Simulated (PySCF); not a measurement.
# CoI3: ligand-field states

What do calculations give for the ligand-field states of CoI3?

Programs: PySCF 2.14.0, with routines of our own; each step states its level. All values are computed. Atoms count from 0.

### Step 1. The system as given

4 atoms, charge 0, states of the metal's open shell are computed; geometry from: model geometry, bond lengths from ionic radii.

### Step 2. Ligand-field states: state-averaged CASSCF

Job settings and geometry (Å):

```
{"job": {"kind": "lf", "basis": {"metal": "x2c-TZVPall", "ligand": "x2c-SVPall"}, "nevpt": true}, "charge": 0, "metal": "Co", "open_shell": "d6"}
Co     0.000000     0.000000     0.000000
I      2.490000     0.000000     0.000000
I     -1.245000     2.156403     0.000000
I     -1.245000    -2.156403     0.000000
```

Method: state-averaged CASSCF of the metal d shell, SC-NEVPT2 on the averaged canonical orbitals, state-interaction spin-orbit coupling.

Command:

```
$ OMP_NUM_THREADS=1 python lf_run.py task.json out
```

The driver reads the jobs from task.json and runs them one after another.

Standard output:

```text
basis functions 156, electrons 186, active (6e, 5o)
stage 1: DIIS on the effective Fock matrix, level shift 0.30
cycle   1  E = -22719.1147493364  dE = -2.272e+04  max|g| = 3.759e+00
cycle   2  E = -22722.4197221923  dE = -3.305e+00  max|g| = 3.063e+00
cycle   3  E = -22719.1282083566  dE =  3.292e+00  max|g| = 3.619e+00
cycle   4  E = -22726.8673204949  dE = -7.739e+00  max|g| = 1.065e+00
cycle   5  E = -22727.6555171739  dE = -7.882e-01  max|g| = 3.303e-01
cycle   6  E = -22727.2729816631  dE =  3.825e-01  max|g| = 5.737e-01
cycle   7  E = -22727.8580662186  dE = -5.851e-01  max|g| = 1.185e-01
cycle   8  E = -22727.6942109735  dE =  1.639e-01  max|g| = 2.949e-01
cycle   9  E = -22727.5841036506  dE =  1.101e-01  max|g| = 4.764e-01
cycle  10  E = -22727.2434888757  dE =  3.406e-01  max|g| = 7.630e-01
cycle  11  E = -22726.9772924193  dE =  2.662e-01  max|g| = 9.425e-01
cycle  12  E = -22726.2770747307  dE =  7.002e-01  max|g| = 1.148e+00
cycle  13  E = -22726.2382318734  dE =  3.884e-02  max|g| = 1.065e+00
cycle  14  E = -22725.7463392124  dE =  4.919e-01  max|g| = 1.196e+00
cycle  15  E = -22725.9797434949  dE = -2.334e-01  max|g| = 1.182e+00
stage 2: quasi-Newton rotations from the point of smallest gradient
cycle  17  E = -22727.9791073896  dE = -1.210e-01  max|g| = 6.584e-02
cycle  18  E = -22727.9808926867  dE = -1.785e-03  max|g| = 2.147e-01
cycle  21  E = -22728.0185331282  dE = -3.764e-02  max|g| = 4.873e-02
cycle  22  E = -22728.0205666361  dE = -2.034e-03  max|g| = 1.028e-02
cycle  23  E = -22728.0208399050  dE = -2.733e-04  max|g| = 4.234e-03
cycle  24  E = -22728.0209082839  dE = -6.838e-05  max|g| = 2.164e-03
cycle  25  E = -22728.0209247977  dE = -1.651e-05  max|g| = 6.484e-04
cycle  26  E = -22728.0209276122  dE = -2.815e-06  max|g| = 3.263e-04
cycle  27  E = -22728.0209281353  dE = -5.230e-07  max|g| = 1.649e-04
cycle  28  E = -22728.0209282474  dE = -1.122e-07  max|g| = 5.738e-05
cycle  29  E = -22728.0209282685  dE = -2.109e-08  max|g| = 2.472e-05
cycle  30  E = -22728.0209282708  dE = -2.252e-09  max|g| = 7.899e-06
converged average energy = -22728.0209282708

 mult deg   label        CASSCF/cm-1   NEVPT2/cm-1
   5   1   5A1'                0.0           0.0
   5   2   5E''             1083.8        5529.1
   3   2   3E'             20096.4       16204.4
   3   1   3A2''           19865.5       17175.0
   3   1   3A1''           19783.7       17191.8
   3   2   3E'             19761.5       18371.9
   3   2   3E''            21658.2       18391.9
   5   2   5E'              8089.7       19147.3
   3   1   3A2'            22462.1       20465.3
   3   2   3E''            19738.5       22227.1
   3   1   3A1'            25850.7       23893.4
   3   2   3E'             24582.3       24277.7
   3   2   3E''            22974.1       24570.6
   3   1   3A2''           26307.5       27088.3
   3   1   3A1''           26833.8       27320.7
   3   2   3E''            25223.5       27588.4
   1   1   1A1'            30900.1       27713.6
   1   1   1A1'            29710.0       27958.5
   1   1   1A2'            29728.0       27992.6
   1   2   1E''            31183.5       28616.7
   3   1   3A2'            24404.6       29943.1
   1   2   1E'             36947.1       30627.2
   1   1   1A2''           35378.0       31375.8
   1   2   1E'             32165.8       31454.2
   1   1   1A1''           35292.9       31539.4
   1   2   1E''            30695.8       33260.6
   1   1   1A1'            38285.1       34478.7
   3   1   3A2'            29167.9       34745.3
   3   2   3E''            30683.6       34914.8
   1   1   1A1''           32678.5       35830.0
   1   2   1E'             31859.9       35887.4
   1   1   1A2''           32515.5       36114.6
   3   2   3E''            36914.5       36126.8
   1   1   1A2''           43212.7       37983.5
   1   1   1A1''           43429.6       38173.2
   1   2   1E'             35701.8       38217.3
   3   1   3A2''           32719.0       39528.6
   3   1   3A1''           32721.3       39871.6
   1   2   1E''            35836.0       39967.9
   3   2   3E'             32134.0       40071.9
   1   1   1A1'            35971.2       40517.2
   3   2   3E'             33223.0       41196.2
   1   2   1E'             37943.0       41801.8
   1   2   1E''            43295.6       42298.4
   3   2   3E'             37669.1       42468.4
   3   1   3A1'            39667.4       45497.4
   1   2   1E'             50119.4       49519.6
   3   1   3A1''           54911.2       50345.2
   3   1   3A2''           54890.2       50573.6
   1   1   1A1'            50043.7       52757.0
   3   1   3A2'            58497.9       53257.5
   1   1   1A1'            65893.0       54290.7
   1   2   1E''            53425.5       55414.3
   3   2   3E''            57387.6       55792.2
   3   2   3E'             59670.8       57047.9
   1   1   1A2'            54788.3       58032.4
   1   2   1E'             65580.9       60803.7
   1   2   1E''            67326.7       62283.8
   1   1   1A1'            81552.1       63193.8
   3   2   3E''            67353.4       66742.1

spin-orbit levels / cm-1
      0.00  x1  5A1' 0.99
      4.20  x2  5A1' 0.99
     16.96  x2  5A1' 1.00
   5282.14  x2  5E'' 1.00
   5442.16  x2  5E'' 1.00
   5586.59  x2  5E'' 1.00
   5703.29  x1  5E'' 1.00
   5732.27  x1  5E'' 0.99
   5835.09  x2  5E'' 1.00
  16012.38  x2  3E' 0.84 3A2'' 0.07 3A1'' 0.06
  16090.07  x2  3E' 0.96 3E'' 0.03
  16117.47  x1  3E' 0.83 3A2'' 0.16
  16144.52  x1  3E' 0.84 3A1'' 0.15
  17147.82  x2  3A1'' 0.49 3A2'' 0.41 3E' 0.10
  17252.76  x1  3A1'' 0.74 3E' 0.15 3E' 0.10
  17293.23  x2  3A2'' 0.47 3A1'' 0.39 3E' 0.12
  17295.42  x1  3A2'' 0.75 3E' 0.16 3E' 0.08
  18165.41  x1  3E'' 0.85 5E' 0.08 3A2' 0.06
  18368.15  x1  3E'' 0.87 5E' 0.12
  18369.73  x2  3E' 0.47 3E'' 0.46
  18393.05  x2  3E' 0.53 3E'' 0.41
  18457.22  x2  3E'' 0.89 3E' 0.05 3E' 0.04
  18506.08  x1  3E' 0.91 3A2'' 0.09
  18517.12  x2  3E' 0.85 3A1'' 0.05 3E'' 0.05
  18535.76  x1  3E' 0.89 3A1'' 0.10
  19129.02  x2  5E' 0.98
  19167.37  x1  5E' 0.99
  19170.79  x1  5E' 0.99
  19200.03  x2  5E' 0.97
  19226.63  x2  5E' 0.94 3E'' 0.05
```

It took 30 s on 1 thread of Arm Neoverse V2, shared host; peak memory 0.44 GiB.

From this job:

| quantity | value |
| --- | --- |
| spin-orbit constant ζ | 342 cm⁻¹ |

Powder susceptibility:

```csv
T (K),χT (cm³ K/mol),μ(eff)
2,1.989,3.99
5,2.838,4.76
10,3.110,4.99
20,3.220,5.08
30,3.242,5.09
50,3.253,5.10
75,3.256,5.10
100,3.260,5.11
150,3.266,5.11
200,3.273,5.12
250,3.280,5.12
300,3.287,5.13
```

### Step 3. Ligand-field states: state-averaged CASSCF (pyramidal angle at 95°)

Job settings and geometry (Å):

```
{"job": {"kind": "lf", "basis": {"metal": "x2c-TZVPall", "ligand": "x2c-SVPall"}, "nevpt": true, "reuse": true}, "charge": 0, "metal": "Co", "open_shell": "d6"}
Co     0.000000     0.000000     0.000000
I      2.480525     0.000000    -0.217018
I     -1.240262     2.148197    -0.217018
I     -1.240262    -2.148197    -0.217018
```

With the program's defaults for keys left out, this is: state-averaged CASSCF of the metal d shell, SC-NEVPT2 on the averaged canonical orbitals, state-interaction spin-orbit coupling.

Standard output:

```text
basis functions 156, electrons 186, active (6e, 5o)
start from the orbitals of the previous structure
stage 1: DIIS on the effective Fock matrix, level shift 0.30
cycle   1  E = -22727.1965111474  dE = -2.273e+04  max|g| = 1.361e+00
cycle   2  E = -22727.8689138939  dE = -6.724e-01  max|g| = 3.627e-01
cycle   3  E = -22727.5687114671  dE =  3.002e-01  max|g| = 4.985e-01
cycle   4  E = -22727.7255708387  dE = -1.569e-01  max|g| = 3.566e-01
cycle   5  E = -22726.6146498856  dE =  1.111e+00  max|g| = 1.041e+00
cycle   6  E = -22725.1625750135  dE =  1.452e+00  max|g| = 1.560e+00
cycle   7  E = -22724.8016121020  dE =  3.610e-01  max|g| = 1.648e+00
cycle   8  E = -22724.7601707531  dE =  4.144e-02  max|g| = 1.668e+00
cycle   9  E = -22724.7808478629  dE = -2.068e-02  max|g| = 1.663e+00
cycle  10  E = -22724.8010927309  dE = -2.024e-02  max|g| = 1.661e+00
cycle  11  E = -22724.8164456126  dE = -1.535e-02  max|g| = 1.657e+00
cycle  12  E = -22724.8301004349  dE = -1.365e-02  max|g| = 1.653e+00
cycle  13  E = -22724.8869299194  dE = -5.683e-02  max|g| = 1.662e+00
cycle  14  E = -22724.9786803980  dE = -9.175e-02  max|g| = 1.778e+00
cycle  15  E = -22727.4158145222  dE = -2.437e+00  max|g| = 5.060e-01
stage 2: quasi-Newton rotations from the point of smallest gradient
cycle  17  E = -22727.8817406180  dE = -1.562e-01  max|g| = 4.354e-01
cycle  18  E = -22727.9894628010  dE = -1.077e-01  max|g| = 9.768e-02
cycle  19  E = -22728.0082058327  dE = -1.874e-02  max|g| = 8.339e-02
cycle  22  E = -22728.0132197995  dE = -5.014e-03  max|g| = 3.825e-02
cycle  23  E = -22728.0180319697  dE = -4.812e-03  max|g| = 1.049e-02
cycle  24  E = -22728.0193992472  dE = -1.367e-03  max|g| = 4.082e-03
cycle  25  E = -22728.0195572444  dE = -1.580e-04  max|g| = 2.336e-03
cycle  26  E = -22728.0195817273  dE = -2.448e-05  max|g| = 7.275e-04
cycle  27  E = -22728.0195852034  dE = -3.476e-06  max|g| = 5.061e-04
cycle  28  E = -22728.0195858778  dE = -6.744e-07  max|g| = 1.278e-04
cycle  29  E = -22728.0195859427  dE = -6.486e-08  max|g| = 4.583e-05
cycle  30  E = -22728.0195859499  dE = -7.178e-09  max|g| = 1.825e-05
cycle  31  E = -22728.0195859507  dE = -8.185e-10  max|g| = 6.651e-06
converged average energy = -22728.0195859507

 mult deg   label        CASSCF/cm-1   NEVPT2/cm-1
   5   1   5A1                 0.0           0.0
   5   2   5E               1107.5        5501.9
   3   1   3A2             19640.5       16470.6
   3   1   3A1             19855.4       17221.1
   3   2   3E              21691.6       18119.0
   3   2   3E              19432.5       18195.5
   3   2   3E              19685.2       18233.5
   5   2   5E               8009.3       19008.2
   3   2   3E              20225.6       19404.3
   3   1   3A2             22473.9       20507.6
   3   1   3A1             25403.8       24264.5
   3   2   3E              22975.4       24740.1
   3   2   3E              24596.0       25337.4
   1   1   1A1             30578.0       25945.6
   3   1   3A1             26584.5       26228.2
   1   1   1A1             29530.3       26829.5
   1   1   1A2             29538.6       26923.1
   3   2   3E              25331.6       27049.5
   3   1   3A2             26929.3       27840.7
   1   2   1E              30862.1       27987.6
   3   1   3A2             24312.8       29721.1
   1   2   1E              36926.9       30777.9
   1   2   1E              32059.9       31269.6
   1   2   1E              30516.3       32034.8
   1   1   1A2             35386.2       32536.9
   3   1   3A2             29079.7       34646.0
   3   2   3E              30513.9       34757.8
   1   1   1A1             38444.6       35200.0
   1   1   1A2             32651.7       35831.6
   1   1   1A1             32470.3       35842.4
   1   1   1A1             36061.9       36016.6
   1   2   1E              31902.3       36046.9
   3   2   3E              36670.8       36578.5
   1   1   1A1             35567.3       37527.5
   1   1   1A1             43104.5       37588.8
   1   1   1A2             43274.2       37779.4
   1   2   1E              36003.0       39445.3
   3   1   3A1             32657.2       39481.3
   1   2   1E              35708.6       39596.0
   3   1   3A2             32700.4       39696.8
   3   2   3E              32036.1       39912.7
   3   2   3E              33156.0       41006.4
   3   2   3E              37721.1       41767.8
   1   2   1E              37965.8       41801.3
   1   2   1E              43250.9       42109.9
   3   1   3A1             39504.7       45234.4
   1   2   1E              50012.1       49323.9
   3   1   3A2             54743.8       50131.2
   3   1   3A1             54823.0       50462.0
   1   1   1A1             49820.3       52502.9
   3   1   3A2             58396.8       53119.5
   1   1   1A1             65587.4       54699.5
   1   2   1E              53309.9       55187.5
   3   2   3E              57198.3       55402.1
   3   2   3E              59552.3       57009.5
   1   1   1A2             54584.5       57723.0
   1   2   1E              65137.8       60087.3
   1   2   1E              67392.6       62666.8
   1   1   1A1             81375.3       62999.2
   3   2   3E              67049.9       66359.9

spin-orbit levels / cm-1
      0.00  x1  5A1 0.99
      4.31  x2  5A1 0.99
     17.38  x2  5A1 1.00
   5267.18  x2  5E 1.00
   5421.25  x2  5E 1.00
   5560.34  x2  5E 1.00
   5672.34  x1  5E 1.00
   5701.39  x1  5E 0.99
   5800.13  x2  5E 1.00
  16339.91  x1  3A2 0.92 3E 0.04 3E 0.03
  16403.55  x2  3A2 0.94
  17018.64  x1  3A1 0.84 3E 0.10 3E 0.04
  17113.80  x2  3A1 0.88 3E 0.07
  17829.33  x2  3E 0.59 3E 0.27 3E 0.07
  17870.64  x2  3E 0.42 3E 0.36 3E 0.18
  17927.07  x1  3E 0.90 5E 0.05 3A2 0.05
  18056.79  x1  3E 0.83 3E 0.14
  18067.78  x1  3E 0.81 3E 0.14
  18110.64  x2  3E 0.44 3E 0.41 3E 0.07
  18129.71  x1  3E 0.77 3E 0.13 5E 0.05
  18228.08  x2  3E 0.53 3E 0.17 3E 0.17
  18365.63  x1  3E 0.82 3E 0.11 3A2 0.05
  18378.21  x1  3E 0.88 3A1 0.10
  18619.31  x2  3E 0.53 3E 0.35 3E 0.10
  18675.45  x2  3E 0.55 3E 0.30 3E 0.10
  18979.85  x1  5E 0.91 3E 0.07
  18983.34  x2  5E 0.98
  18985.05  x1  5E 0.90 3E 0.09
  19035.15  x2  5E 0.92 3E 0.04 3E 0.03
  19050.51  x1  5E 0.94 3E 0.04
```

It took 26 s on 1 thread of Arm Neoverse V2, shared host; peak memory 0.47 GiB.

Key values:

| quantity | value |
| --- | --- |
| spin-orbit constant ζ | 339 cm⁻¹ |

Powder susceptibility:

```csv
T (K),χT (cm³ K/mol),μ(eff)
2,1.955,3.95
20,3.218,5.07
100,3.259,5.11
300,3.287,5.13
```

### Step 4. Ligand-field states: state-averaged CASSCF (pyramidal angle at 100°)

Job settings and geometry (Å):

```
{"job": {"kind": "lf", "basis": {"metal": "x2c-TZVPall", "ligand": "x2c-SVPall"}, "nevpt": true, "reuse": true}, "charge": 0, "metal": "Co", "open_shell": "d6"}
Co     0.000000     0.000000     0.000000
I      2.452171     0.000000    -0.432384
I     -1.226086     2.123643    -0.432384
I     -1.226086    -2.123643    -0.432384
```

Level: state-averaged CASSCF of the metal d shell, SC-NEVPT2 on the averaged canonical orbitals, state-interaction spin-orbit coupling.

Standard output:

```text
basis functions 156, electrons 186, active (6e, 5o)
start from the orbitals of the previous structure
stage 1: DIIS on the effective Fock matrix, level shift 0.30
cycle   1  E = -22727.2009102695  dE = -2.273e+04  max|g| = 1.328e+00
cycle   2  E = -22727.8667555114  dE = -6.658e-01  max|g| = 3.566e-01
cycle   3  E = -22727.3583158345  dE =  5.084e-01  max|g| = 6.269e-01
cycle   4  E = -22727.5953391605  dE = -2.370e-01  max|g| = 4.334e-01
cycle   5  E = -22726.4661395771  dE =  1.129e+00  max|g| = 1.084e+00
cycle   6  E = -22725.7535798915  dE =  7.126e-01  max|g| = 1.415e+00
cycle   7  E = -22725.3329623461  dE =  4.206e-01  max|g| = 1.577e+00
cycle   8  E = -22725.4639983980  dE = -1.310e-01  max|g| = 1.450e+00
cycle   9  E = -22725.6938968522  dE = -2.299e-01  max|g| = 1.356e+00
cycle  10  E = -22725.8144051471  dE = -1.205e-01  max|g| = 1.313e+00
cycle  11  E = -22726.2493661433  dE = -4.350e-01  max|g| = 1.236e+00
cycle  12  E = -22726.7961347009  dE = -5.468e-01  max|g| = 9.487e-01
cycle  13  E = -22727.3101902248  dE = -5.141e-01  max|g| = 5.501e-01
cycle  14  E = -22727.6304978007  dE = -3.203e-01  max|g| = 3.057e-01
cycle  15  E = -22727.7901028994  dE = -1.596e-01  max|g| = 1.716e-01
stage 2: quasi-Newton rotations from the point of smallest gradient
cycle  18  E = -22727.8126316514  dE = -2.253e-02  max|g| = 6.045e-02
cycle  19  E = -22727.8848972460  dE = -7.227e-02  max|g| = 1.123e-01
cycle  20  E = -22727.9310831823  dE = -4.619e-02  max|g| = 2.366e-01
cycle  23  E = -22727.9723586478  dE = -4.128e-02  max|g| = 9.703e-02
cycle  24  E = -22728.0014225381  dE = -2.906e-02  max|g| = 2.927e-02
cycle  25  E = -22728.0111495715  dE = -9.727e-03  max|g| = 5.124e-02
cycle  26  E = -22728.0147750746  dE = -3.626e-03  max|g| = 1.879e-02
cycle  27  E = -22728.0153394304  dE = -5.644e-04  max|g| = 8.325e-03
cycle  28  E = -22728.0154649260  dE = -1.255e-04  max|g| = 3.021e-03
cycle  29  E = -22728.0154801109  dE = -1.518e-05  max|g| = 1.618e-03
cycle  30  E = -22728.0154853841  dE = -5.273e-06  max|g| = 4.808e-04
cycle  31  E = -22728.0154857603  dE = -3.761e-07  max|g| = 2.028e-04
cycle  32  E = -22728.0154858347  dE = -7.441e-08  max|g| = 3.230e-05
cycle  33  E = -22728.0154858400  dE = -5.384e-09  max|g| = 1.869e-05
cycle  34  E = -22728.0154858412  dE = -1.153e-09  max|g| = 1.029e-05
cycle  35  E = -22728.0154858414  dE = -2.074e-10  max|g| = 3.813e-06
converged average energy = -22728.0154858414

 mult deg   label        CASSCF/cm-1   NEVPT2/cm-1
   5   1   5A1                 0.0           0.0
   5   2   5E               1176.0        5440.1
   3   1   3A2             19254.7       14601.2
   3   2   3E              18925.6       14783.8
   3   1   3A1             19817.1       17365.2
   3   2   3E              19464.6       17540.1
   3   2   3E              21621.8       18235.9
   5   2   5E               7776.3       18626.2
   3   2   3E              20243.3       20145.1
   3   1   3A2             22389.4       20369.3
   1   1   1A1             28965.0       21750.9
   3   1   3A1             24619.1       23305.6
   1   1   1A2             29024.4       24195.3
   1   1   1A1             30004.7       24992.4
   3   2   3E              23144.2       25084.6
   3   1   3A1             26867.1       25697.0
   1   2   1E              29821.0       26469.9
   3   2   3E              25632.3       26709.2
   3   2   3E              24588.3       26727.2
   1   2   1E              30366.9       28910.1
   3   1   3A2             27138.6       29042.2
   3   1   3A2             24174.3       29396.8
   1   2   1E              31740.1       31696.9
   1   2   1E              36930.7       32912.5
   3   2   3E              30026.2       34333.5
   3   1   3A2             28833.6       34340.4
   1   1   1A1             36538.2       34543.0
   1   1   1A2             35613.3       35116.4
   1   1   1A1             32309.4       35189.9
   1   2   1E              31889.8       35438.7
   1   1   1A2             32561.0       35751.7
   3   2   3E              36084.2       36437.9
   1   1   1A1             42785.8       36447.4
   1   1   1A2             42831.7       36651.0
   1   1   1A1             39170.2       38056.6
   1   2   1E              35662.8       39094.2
   3   1   3A2             32661.5       39228.0
   3   1   3A1             32482.7       39378.5
   3   2   3E              31750.1       39473.9
   1   2   1E              36200.2       39928.7
   1   1   1A1             35377.8       40310.6
   3   2   3E              32989.4       40529.8
   3   2   3E              37741.3       41065.1
   1   2   1E              43144.6       41634.9
   1   2   1E              38160.2       41902.1
   3   1   3A1             39027.8       44466.1
   1   2   1E              49695.1       48765.3
   3   1   3A2             54251.2       49517.1
   3   1   3A1             54630.5       50172.3
   1   1   1A1             49163.4       51752.9
   3   1   3A2             58102.5       52706.4
   3   2   3E              56623.4       54281.8
   1   2   1E              52976.7       54542.9
   1   1   1A1             64705.8       55106.2
   3   2   3E              59220.0       56821.9
   1   1   1A2             53983.2       56823.2
   1   2   1E              64033.0       58453.2
   1   1   1A1             80871.1       62393.2
   1   2   1E              67379.1       63309.4
   3   2   3E              66172.0       65233.6

spin-orbit levels / cm-1
      0.00  x1  5A1 0.99
      4.85  x2  5A1 0.99
     19.50  x2  5A1 1.00
   5228.38  x2  5E 1.00
   5370.72  x2  5E 1.00
   5498.10  x2  5E 1.00
   5598.33  x1  5E 1.00
   5627.80  x1  5E 0.99
   5714.63  x2  5E 1.00
  14192.38  x1  3A2 0.53 3E 0.47
  14369.59  x2  3A2 0.62 3E 0.37
  14655.62  x1  3E 0.99
  14910.56  x2  3E 0.98
  15032.68  x2  3E 0.62 3A2 0.37
  15071.42  x1  3E 0.53 3A2 0.46
  17055.15  x1  3A1 0.59 3E 0.37
  17165.68  x2  3A1 0.65 3E 0.31
  17563.64  x2  3E 0.98
  17605.34  x1  3E 0.98
  17794.47  x2  3E 0.66 3A1 0.30
  17868.17  x1  3E 0.62 3A1 0.31 3E 0.06
  18065.17  x1  3E 0.91 5E 0.05
  18219.47  x2  3E 0.85 5E 0.07
  18226.19  x1  3E 0.84 3A1 0.08 5E 0.07
  18302.90  x2  3E 0.90 5E 0.06
  18605.00  x2  5E 0.98
  18615.92  x1  5E 0.96
  18619.69  x1  5E 0.94
  18640.54  x1  5E 0.97
  18645.25  x1  5E 0.93 3E 0.05
```

It took 28 s on 1 thread of Arm Neoverse V2, shared host; peak memory 0.48 GiB.

Key values:

| quantity | value |
| --- | --- |
| spin-orbit constant ζ | 333 cm⁻¹ |

Powder susceptibility:

```
T (K)  χT (cm³ K/mol)  μ(eff)
    2           1.797    3.79
   20           3.206    5.06
  100           3.258    5.11
  300           3.286    5.13
```

(Part 1 of 2 ends here.)
